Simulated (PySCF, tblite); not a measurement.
**C₄H₄F₃N: dynamics, then NMR shifts on frames**

Aim: move C₄H₄F₃N (`C[C@H](C#N)C(F)(F)F`) away from its starting geometry and see how NMR shifts follow the geometry.

The runs use tblite 0.8.0 and PySCF 2.14.0, with density-fitted response routines of our own; the level of theory stands in each step. All values are computed, except where a source is named. Atoms count from 0, in the outputs and in this text.

## Step 1: Starting geometry

12 atoms, charge 0, multiplicity 1; geometry from: GFN2-xTB.

Bonds of the start (Å): C0–C1 1.53, C1–C2 1.45, C2–N3 1.14, C1–C4 1.53, C4–F5 1.34, C4–F6 1.34, C4–F7 1.34, C0–H8 1.09, C0–H9 1.09, C0–H10 1.09, C1–H11 1.10.

## Step 2: Dynamics with GFN2-xTB

Job settings and geometry (Å):

```
{"job": {"kind": "md", "xc": "GFN2-xTB", "basis": "xTB", "temperature": 200, "steps": 2000, "every": 50, "frames": 5}, "charge": 0, "multiplicity": 1}
C      1.353533    -0.007188     0.207651
C     -0.020663     0.295923    -0.399765
C     -0.547414     1.540479     0.125062
N     -0.939301     2.523554     0.550196
C     -1.001060    -0.837695    -0.089414
F     -1.167361    -1.030848     1.222259
F     -0.568805    -2.000979    -0.599275
F     -2.212713    -0.617594    -0.613469
H      1.275862    -0.098697     1.289129
H      2.045562     0.797343    -0.026888
H      1.740444    -0.938589    -0.199098
H      0.043113     0.373604    -1.492414
```

Level: GFN2-xTB Langevin dynamics, gas phase.

The run is started by

```bash
> OMP_NUM_THREADS=1 python probes_run.py task.json out
```

This one command runs all jobs of the session in turn.

Standard output:

```text
t/fs     T/K      E/eV
    0.0   174.3   -753.57879
   25.0    76.8   -753.35931
   50.0   181.8   -753.38555
   75.0   109.5   -753.37359
  100.0   161.2   -753.42189
  125.0   156.2   -753.44389
  150.0   135.0   -753.38607
  175.0   180.4   -753.36341
  200.0   147.4   -753.32182
  225.0   163.8   -753.33189
  250.0   177.3   -753.37871
  275.0   116.9   -753.38648
  300.0   123.3   -753.38222
  325.0   161.2   -753.39536
  350.0   154.7   -753.40442
  375.0   200.8   -753.41309
  400.0   221.4   -753.29149
  425.0   212.0   -753.28664
  450.0   223.2   -753.30890
  475.0   246.1   -753.42053
  500.0   204.3   -753.33347
  525.0   186.4   -753.37100
  550.0   174.3   -753.36959
  575.0   184.8   -753.32584
  600.0   185.8   -753.24178
  625.0   208.1   -753.29404
  650.0   191.1   -753.26400
  675.0   201.3   -753.22225
  700.0   302.6   -753.42876
  725.0   205.8   -753.28300
  750.0   215.4   -753.33038
  775.0   188.6   -753.30469
  800.0   136.5   -753.25224
  825.0   164.7   -753.36384
  850.0   127.2   -753.25397
  875.0   247.6   -753.35005
  900.0   156.7   -753.31979
  925.0   189.4   -753.34041
  950.0   205.3   -753.31448
  975.0   212.5   -753.30756
 1000.0   268.5   -753.37668
```

It took 6.9 s on 1 thread of Arm Neoverse V2, shared host; peak memory 0.18 GiB.

Distance from the start (root mean square after alignment): 0 fs 0.00 Å, 200 fs 0.11 Å, 400 fs 0.11 Å, 600 fs 0.13 Å, 800 fs 0.13 Å, 1000 fs 0.13 Å.

Positions (Å) and forces (eV/Å) at 1000 fs:

```xyz
12

C     0.361   -0.927    1.140   -0.714    0.700   -0.117
C    -0.497   -0.068    0.180   -0.131   -0.112    0.419
C    -0.990    1.156    0.833    0.043   -0.219    0.577
N    -1.282    2.054    1.488    0.179   -0.755   -0.819
C    -1.613   -0.988   -0.350   -0.165    0.873   -0.582
F    -2.403   -1.429    0.610   -0.140   -0.360    0.358
F    -1.106   -2.039   -1.012    0.001    0.049    0.235
F    -2.432   -0.366   -1.235    0.305   -0.017    0.144
H    -0.274   -1.354    1.875   -0.796   -0.934    0.425
H     0.977   -0.315    1.756    1.022    0.582   -0.114
H     0.888   -1.671    0.569    0.273   -0.172    0.056
H     0.138    0.194   -0.650    0.122    0.367   -0.582
```

## Step 3: Shielding tensors: 250 fs, PBE0/pcSseg-1

Job settings and geometry (Å):

```
{"job": {"kind": "nmr", "xc": "PBE0", "basis": "pcSseg-1", "pop": false}, "charge": 0, "multiplicity": 1}
C      1.071300     0.336000    -0.034400
C     -0.425300     0.450200    -0.292900
C     -0.960600     1.544000     0.463000
N     -1.472400     2.395900     1.012700
C     -1.305300    -0.767000     0.056800
F     -1.235600    -1.019000     1.352600
F     -0.937600    -1.919900    -0.505200
F     -2.565600    -0.568900    -0.220400
H      1.274000     0.311900     1.079900
H      1.624300     1.166400    -0.482400
H      1.505300    -0.587900    -0.435800
H     -0.579800     0.681100    -1.382900
```

Level: GIAO PBE0/pcSseg-1 NMR shielding, non-relativistic, gas phase.

Standard output:

```text
coarse grid: 11144 points
cycle   1  E = -508.2927904949  dE =  1.332e+00  |g| = 9.661e-01  |ddm| = 3.072e+00
cycle   2  E = -507.9693233095  dE =  3.235e-01  |g| = 1.667e+00  |ddm| = 1.587e+00
cycle   3  E = -508.4467528256  dE = -4.774e-01  |g| = 2.759e-01  |ddm| = 1.141e+00
cycle   4  E = -508.4613698257  dE = -1.462e-02  |g| = 8.095e-02  |ddm| = 2.047e-01
cycle   5  E = -508.4626541770  dE = -1.284e-03  |g| = 1.711e-02  |ddm| = 6.472e-02
cycle   6  E = -508.4627134489  dE = -5.927e-05  |g| = 3.052e-03  |ddm| = 1.436e-02
cycle   7  E = -508.4627153047  dE = -1.856e-06  |g| = 7.471e-04  |ddm| = 2.675e-03
final grid: 112128 points
cycle   8  E = -508.5283157087  dE = -3.959e-05  |g| = 6.536e-03  |ddm| = 2.281e-02
cycle   9  E = -508.5283113126  dE =  4.396e-06  |g| = 8.399e-03  |ddm| = 1.019e-02
cycle  10  E = -508.5283249128  dE = -1.360e-05  |g| = 9.619e-04  |ddm| = 5.396e-03
cycle  11  E = -508.5283250365  dE = -1.237e-07  |g| = 5.204e-04  |ddm| = 9.301e-04
cycle  12  E = -508.5283250892  dE = -5.265e-08  |g| = 1.434e-04  |ddm| = 3.731e-04
cycle  13  E = -508.5283250930  dE = -3.844e-09  |g| = 3.065e-05  |ddm| = 9.307e-05
cycle  14  E = -508.5283250932  dE = -1.894e-10  |g| = 5.427e-06  |ddm| = 2.583e-05
converged SCF energy = -508.5283250932

GIAO shielding tensors (ppm)
atom      isotropic    diamagn.    paramagn.     s11        s22        s33       span
  0 C      170.574     246.107     -75.533    161.170    163.718    186.835     25.665
  1 C      154.238     247.062     -92.824    140.046    152.050    170.617     30.571
  2 C       66.881     260.368    -193.488    -50.163    -43.200    294.005    344.168
  3 N      -39.017     339.128    -378.145   -215.888   -195.472    294.307    510.195
  4 C       57.893     239.126    -181.234     54.748     58.826     60.105      5.357
  5 F      263.400     473.664    -210.264    182.174    272.294    335.733    153.559
  6 F      263.747     473.100    -209.353    180.519    263.654    347.067    166.549
  7 F      259.404     469.592    -210.189    190.371    260.708    327.132    136.761
  8 H       29.016      28.000       1.016     25.033     27.436     34.580      9.547
  9 H       29.847      28.331       1.516     25.449     27.335     36.757     11.308
 10 H       29.885      29.109       0.776     24.976     28.183     36.496     11.520
 11 H       27.908      27.740       0.169     24.987     26.086     32.652      7.665
```

Run time: 18 s. Hardware: 1 thread of Arm Neoverse V2, shared host; peak memory 0.84 GiB.

Shifts follow as δ = σ(reference) − σ, with reference shieldings (ppm) from runs at the same level and on the same kind of geometry: ¹H TMS 31.72, ¹³C TMS 186.9, ¹⁹F CFCl3 170.9, ¹⁵N NH3 267.7. The references are single molecules in the gas phase, so shifts against H2O, NH3, PH3, H3PO4 or CFCl3 are not on the usual liquid scales and can be off by tens of ppm. Each atom is listed at this fixed geometry, with no averaging over motion; a spectrum would average atoms that exchange fast.

```csv
atoms,environment,σ (ppm),δ (ppm)
C4,CF3 carbon,57.9,129.0
C2,nitrile carbon,66.9,120.0
C1,sp3 CH α to a nitrile,154.2,32.7
C0,methyl carbon,170.6,16.4
H11,hydrogen on an sp3 CH α to a nitrile,27.91,3.81
H8,hydrogen on a methyl carbon,29.02,2.70
H9,hydrogen on a methyl carbon,29.85,1.87
H10,hydrogen on a methyl carbon,29.89,1.83
N3,nitrile nitrogen,-39.0,306.7
F7,fluorine of a CF3 group,259.4,-88.5
F5,fluorine of a CF3 group,263.4,-92.5
F6,fluorine of a CF3 group,263.7,-92.8
```

Orbitals, density, ELF and potential are computed afterwards from the orbital file.

Frontier orbitals at PBE0/pcSseg-1, with the share of their density that lies nearest to each atom:

```csv
orbital,energy (eV),lies on
HOMO,-9.96,N3 48 %; C2 30 %; H11 8 %
LUMO,0.21,H11 26 %; N3 22 %; C2 20 %
```

ELF in a plane through or near 8 of the atoms.

Ten even steps from ' ' (0.00) to '@' (1.00):
```
                                                        
                                                        
                        ::==++++==::                    
                      ::++##%%%%##++..                  
                    ::--**##%%%%%%**--..                
                    ::==**######**++::..                
                    --++##++==####++..                  
            ::::      ::**++::++++..    ::::            
          ++@@@@##==  ..##@@@@##::  ::**##**::..        
        ==@@@@@@@@@@**##**::--****--**####%%**--        
        ::##@@@@@@++::**@@**##@@++..####%%%%**--        
            ::--**%%%%##--::::========::::==--::        
            ..==@@@@@@@@--    ::####**--                
            ..##@@@@@@@@..  ==####==%%%%==..            
              ..##%%%%**    --++######**--..            
                              ..........                
                                                        
                                                        
                                                        
                                                        
```
The map spans 9.9 Å across and 10.5 Å up, centred on the molecule. Atoms in the plane (x, y in Å): C0 (-1.4, -0.4), C1 (0.0, 0.2), C2 (0.1, 1.6), C4 (1.2, -0.5), F6 (1.3, -1.8), F7 (2.3, 0.0), H9 (-2.2, 0.1), H10 (-1.5, -1.4).

On the surface of density 0.002 e/bohr³ the electrostatic potential runs, from the 1st to the 99th percentile, from -1.59 V near N3 to 1.70 V near H11.

## Step 4: NMR shieldings: 425 fs, PBE0/pcSseg-1

Job settings and geometry (Å):

```
{"job": {"kind": "nmr", "xc": "PBE0", "basis": "pcSseg-1", "pop": false}, "charge": 0, "multiplicity": 1}
C      0.789100     0.163800     0.286300
C     -0.669200     0.353100    -0.097300
C     -1.252100     1.270000     0.840000
N     -1.658400     2.070800     1.535000
C     -1.455800    -0.915000    -0.032500
F     -1.499900    -1.448100     1.179200
F     -0.935700    -1.750500    -0.940300
F     -2.713100    -0.715500    -0.429000
H      0.885600    -0.291200     1.274700
H      1.271600     1.185100     0.379100
H      1.192900    -0.361600    -0.545800
H     -0.764400     0.672900    -1.097200
```

Method: GIAO PBE0/pcSseg-1 NMR shielding, non-relativistic, gas phase.

Standard output:

```text
coarse grid: 11144 points
cycle   1  E = -508.2962818454  dE =  1.393e+00  |g| = 9.539e-01  |ddm| = 3.101e+00
cycle   2  E = -507.9883901946  dE =  3.079e-01  |g| = 1.638e+00  |ddm| = 1.565e+00
cycle   3  E = -508.4463067023  dE = -4.579e-01  |g| = 2.686e-01  |ddm| = 1.118e+00
cycle   4  E = -508.4601118105  dE = -1.381e-02  |g| = 8.261e-02  |ddm| = 2.034e-01
cycle   5  E = -508.4614396108  dE = -1.328e-03  |g| = 1.792e-02  |ddm| = 6.615e-02
cycle   6  E = -508.4615038921  dE = -6.428e-05  |g| = 2.991e-03  |ddm| = 1.465e-02
cycle   7  E = -508.4615057557  dE = -1.864e-06  |g| = 6.826e-04  |ddm| = 2.773e-03
final grid: 112128 points
cycle   8  E = -508.5261937055  dE = -4.460e-05  |g| = 6.821e-03  |ddm| = 2.733e-02
cycle   9  E = -508.5261894655  dE =  4.240e-06  |g| = 8.663e-03  |ddm| = 1.077e-02
cycle  10  E = -508.5262037299  dE = -1.426e-05  |g| = 9.614e-04  |ddm| = 5.518e-03
cycle  11  E = -508.5262038497  dE = -1.198e-07  |g| = 5.046e-04  |ddm| = 9.361e-04
cycle  12  E = -508.5262038957  dE = -4.603e-08  |g| = 1.773e-04  |ddm| = 3.938e-04
cycle  13  E = -508.5262039018  dE = -6.119e-09  |g| = 3.547e-05  |ddm| = 1.177e-04
cycle  14  E = -508.5262039021  dE = -2.584e-10  |g| = 6.062e-06  |ddm| = 2.982e-05
converged SCF energy = -508.5262039021

GIAO shielding tensors (ppm)
atom      isotropic    diamagn.    paramagn.     s11        s22        s33       span
  0 C      169.446     247.362     -77.917    151.921    168.382    188.034     36.112
  1 C      156.827     248.901     -92.074    145.001    152.091    173.389     28.388
  2 C       66.308     260.699    -194.391    -54.471    -41.598    294.993    349.464
  3 N      -38.787     339.384    -378.170   -220.295   -188.289    292.224    512.519
  4 C       55.599     242.737    -187.138     50.316     54.588     61.894     11.577
  5 F      274.949     471.991    -197.042    197.640    287.745    339.463    141.823
  6 F      261.340     474.295    -212.955    175.263    265.931    342.827    167.564
  7 F      249.360     469.832    -220.472    165.885    247.541    334.653    168.768
  8 H       29.660      29.494       0.166     25.569     28.907     34.504      8.935
  9 H       29.070      28.531       0.539     24.841     26.982     35.388     10.547
 10 H       30.329      30.587      -0.259     25.063     28.739     37.185     12.122
 11 H       29.743      30.786      -1.043     27.331     27.847     34.051      6.721
```

It took 14 s on 1 thread of Arm Neoverse V2, shared host; peak memory 0.74 GiB.

Key values: δ C4 131.3, C2 120.6, C1 30.1, C0 17.5, H9 2.65, H8 2.06 ppm.

(Part 1 of 2 ends here.)
